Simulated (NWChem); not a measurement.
# AlClOF (SMILES [O][Al]([F])[Cl]) at 4 levels

We compute a comparison of 4 runs (UHF/6-311+G**, UB3LYP/6-31G*, UB3LYP/6-311+G**, UPBE0/6-311+G**) of AlClOF. 

Program for the calculation: NWChem 7.3.0.

1 further run of the same task is left out (set aside as unsound or not needed). Runs told in other sessions of the task aren't counted.

## Step 1: The molecule

AlClOF: 4 atoms, total charge 0, spin state doublet. As SMILES, `[O][Al]([F])[Cl]`. The coordinates come from a PBE0-D4/def2-TZVP relaxation.

Bond lengths: O1–Al2 1.724 Å, Al2–F3 1.632 Å, Al2–Cl4 2.063 Å. Angles: O1–Al2–F3 118.6°, O1–Al2–Cl4 118.4°, F3–Al2–Cl4 122.9°.

## Step 2: Energy and gradient at UHF/6-311+G(d,p) (run 1)

alclfo.nw reads:

```
start alclfo
title "AlClFO"
memory total 2200 mb
charge 0
geometry units angstrom noautosym nocenter noautoz
  O        0.993300       0.591700       1.294800
  Al       0.061900      -0.095200       0.016700
  F        0.278100      -1.671200      -0.348900
  Cl      -1.277700       1.114400      -0.982900
end
basis spherical bse
  O library 6-311+G**
  Al library 6-311+G**
  F library 6-311+G**
  Cl library 6-311+G**
end
scf
  doublet
  uhf
  thresh 1e-08
  maxiter 80
  print medium
end
task scf gradient
```

Launch:

```bash
nwchem alclfo.nw > alclfo.out
```

What it wrote:

```text
[...]
  functions       =   104
[...]
  wavefunction    = UHF
[...]
         Total SCF energy =   -875.930213957683
      One electron energy =  -1587.357124937364
      Two electron energy =    524.721243889333
 Nuclear repulsion energy =    186.705667090348
                       Sz =      0.5000
                 Sz(Sz+1) =      0.7500
                      S^2 =      0.7568
[...]
                         UHF ENERGY GRADIENTS
    atom               coordinates                        gradient
                 x          y          z           x          y          z
   1 O       1.877065   1.118151   2.446817    0.000040   0.000826   0.000360
   2 Al      0.116974  -0.179902   0.031558   -0.000247  -0.003300  -0.001530
   3 F       0.525533  -3.158110  -0.659325   -0.000344   0.002430   0.000552
   4 Cl     -2.414503   2.105911  -1.857412    0.000551   0.000043   0.000618
[...]
```

It took 47 s on 1 thread of Intel Xeon 6975P-C (Granite Rapids), shared host; peak memory 0.096 GiB.

## Step 3: Energy and gradient at UB3LYP/6-31G(d) (Cartesian functions) (run 2)

test.nw reads:

```
START test
memory stack 880 mb heap 220 mb global 1100 mb
charge 0

GEOMETRY noautosym nocenter noautoz
 O     0.993300    0.591700    1.294800
 Al    0.061900   -0.095200    0.016700
 F     0.278100   -1.671200   -0.348900
 Cl   -1.277700    1.114400   -0.982900
END

BASIS cartesian
 O library 6-31G*
 Al library 6-31G*
 F library 6-31G*
 Cl library 6-31G*
END

DFT
 xc b3lyp
 mult 2
 grid xfine
 convergence energy 1e-08
 maxiter 100
 mulliken
END

TASK dft gradient
```

Launch:

```bash
nwchem test.nw > test.out
```

What it wrote:

```text
[...]
          Wavefunction type:  spin polarized.
          No. of atoms     :     4
          No. of electrons :    47
[...]
          Charge           :     0
          Spin multiplicity:     2
[...]
          AO basis - number of functions:    68
[...]
              XC Information
              --------------
                         B3LYP Method XC Potential
                     Hartree-Fock (Exact) Exchange  0.200
                        Slater Exchange Functional  0.800 local
                    Becke 1988 Exchange Functional  0.720 non-local
              Lee-Yang-Parr Correlation Functional  0.810
                  VWN I RPA Correlation Functional  0.190 local
[...]
 d= 0,ls=0.0,diis     1   -877.6767000619 -1.06D+03  1.29D-02  2.20D-01     1.6
[...]
 d= 0,ls=0.0,diis    14   -877.7962477589 -3.52D-10  7.11D-08  6.82D-11    19.7
[...]
         Total DFT energy =     -877.796247758949
      One electron energy =    -1587.707685486388
           Coulomb energy =      589.293584318604
    Exchange-Corr. energy =      -66.087813681511
 Nuclear repulsion energy =      186.705667090348
[...]
      Total Density - Mulliken Population Analysis
     ---------------------------------------------
    Atom       Charge   Shell Charges
 -----------   ------   -------------------------------------------------------
    1 O    8     8.34   1.99  0.95  2.73  0.99  1.66  0.01
    2 Al  13    12.03   2.00  1.99  5.97  0.77  0.99 -0.03  0.14  0.20
    3 F    9     9.42   1.99  0.94  3.31  0.97  2.15  0.06
    4 Cl  17    17.21   2.00  1.99  5.97  1.46  3.64  0.53  1.65 -0.03
[...]
      <S2> =      0.7529 (Exact =     0.7500)
[...]
  wavefunction    = open shell
                         DFT ENERGY GRADIENTS
    atom               coordinates                        gradient
                 x          y          z           x          y          z
   1 O       1.877065   1.118151   2.446817   -0.004219  -0.003344  -0.005877
   2 Al      0.116974  -0.179902   0.031558    0.000157   0.001258   0.000651
   3 F       0.525533  -3.158110  -0.659325   -0.000795   0.006516   0.001620
   4 Cl     -2.414503   2.105911  -1.857412    0.004856  -0.004430   0.003606
[...]
```

Wall time 26 s (1 thread of Intel Xeon 6975P-C (Granite Rapids), shared host); peak memory 0.12 GiB.

Run 3 isn't shown in full; the table further down has it.

## Step 4: Energy and gradient at UPBE0/6-311+G(d,p) (run 4)

mymol.nw reads:

```
START mymol
TITLE "AlClFO"
memory 2200 mb
GEOMETRY units angstrom noautosym nocenter noautoz
  O     0.993300    0.591700    1.294800
  Al    0.061900   -0.095200    0.016700
  F     0.278100   -1.671200   -0.348900
  Cl   -1.277700    1.114400   -0.982900
END
BASIS spherical bse
  * library 6-311+G**
END
DFT
  xc pbe0
  mult 2
  grid fine
  convergence energy 1e-08
  iterations 100
  mulliken
END
TASK dft gradient
```

Launch:

```bash
nwchem mymol.nw > mymol.out
```

What it wrote:

```text
[...]
          Wavefunction type:  spin polarized.
          No. of atoms     :     4
          No. of electrons :    47
[...]
          Charge           :     0
          Spin multiplicity:     2
[...]
          AO basis - number of functions:   104
[...]
              XC Information
              --------------
                         PBE0 Method XC Functional
                     Hartree-Fock (Exact) Exchange  0.250
          PerdewBurkeErnzerhof Exchange Functional  0.750
            Perdew 1991 LDA Correlation Functional  1.000 local
           PerdewBurkeErnz. Correlation Functional  1.000 non-local
[...]
 d= 0,ls=0.0,diis     1   -877.2801341302 -1.06D+03  7.72D-03  3.40D-01     1.9
[...]
 d= 0,ls=0.0,diis    14   -877.4282487164 -3.44D-09  2.26D-07  6.26D-10    19.1
[...]
         Total DFT energy =     -877.428248716383
      One electron energy =    -1587.526785397005
           Coulomb energy =      589.011277495513
    Exchange-Corr. energy =      -65.618407905238
 Nuclear repulsion energy =      186.705667090348
[...]
      Total Density - Mulliken Population Analysis
     ---------------------------------------------
    Atom       Charge   Shell Charges
 -----------   ------   -------------------------------------------------------
    1 O    8     8.21   1.08  0.91  0.92  1.05  1.92  0.93  1.49 -0.15  0.05  0.00
    2 Al  13    12.32   0.79  1.18  0.97  1.02  0.67  0.13  2.13  3.78  0.64  0.46  0.02 -0.01  0.18  0.37
    3 F    9     9.26   1.08  0.92  1.17  1.07  2.36  0.93  1.84 -0.17  0.04  0.00
    4 Cl  17    17.21   0.78  1.19  0.89  1.09  1.00  1.04  7.42 -1.51  1.07  3.04  1.38 -0.07 -0.11  0.01
[...]
      <S2> =      0.7532 (Exact =     0.7500)
[...]
  wavefunction    = open shell
                         DFT ENERGY GRADIENTS
    atom               coordinates                        gradient
                 x          y          z           x          y          z
   1 O       1.877065   1.118151   2.446817   -0.003937  -0.003330  -0.005565
   2 Al      0.116974  -0.179902   0.031558    0.005383  -0.011342   0.001542
   3 F       0.525533  -3.158110  -0.659325   -0.002013   0.015370   0.003669
   4 Cl     -2.414503   2.105911  -1.857412    0.000568  -0.000698   0.000353
[...]
```

Run time: 29 s. Hardware: 1 thread of Intel Xeon 6975P-C (Granite Rapids), shared host; peak memory 0.12 GiB.

## Step 5: Overview of the runs

```tsv
run	level	Cartesian functions	iteration cap	energy (Eh)	dipole moment (D)	HOMO energy (eV)	LUMO energy (eV)	wall time
1	UHF/6-311+G**	no	80	-875.930214	0.50	-13.51	0.66	47 s
2	UB3LYP/6-31G* (Cartesian functions)	yes	100	-877.796248	0.38	-9.12	-5.34	26 s
3	UB3LYP/6-311+G**	no	100	-877.908172	0.62	-9.50	-5.76	28 s
4	UPBE0/6-311+G**	no	100	-877.428249	0.57	-9.77	-5.16	29 s
```

## Step 6: Outcome

| quantity | value |
| --- | --- |
| run 4: total energy | -877.42825 Eh |
| run 4: dipole moment | 0.57 D |
| run 4: HOMO energy (highest over α and β) | -9.77 eV |
| run 4: LUMO energy (lowest over α and β) | -5.16 eV |
| run 4: ⟨S²⟩ | 0.753 |
| run 4: largest force on an atom | 0.819 eV/Å |

The dipole moment (its size) runs from 0.38 D (UB3LYP/6-31G*) to 0.62 D (UB3LYP/6-311+G**). Totals of different functionals can't be ranked against each other. All runs together took 2.2 min, the longest 47 s.
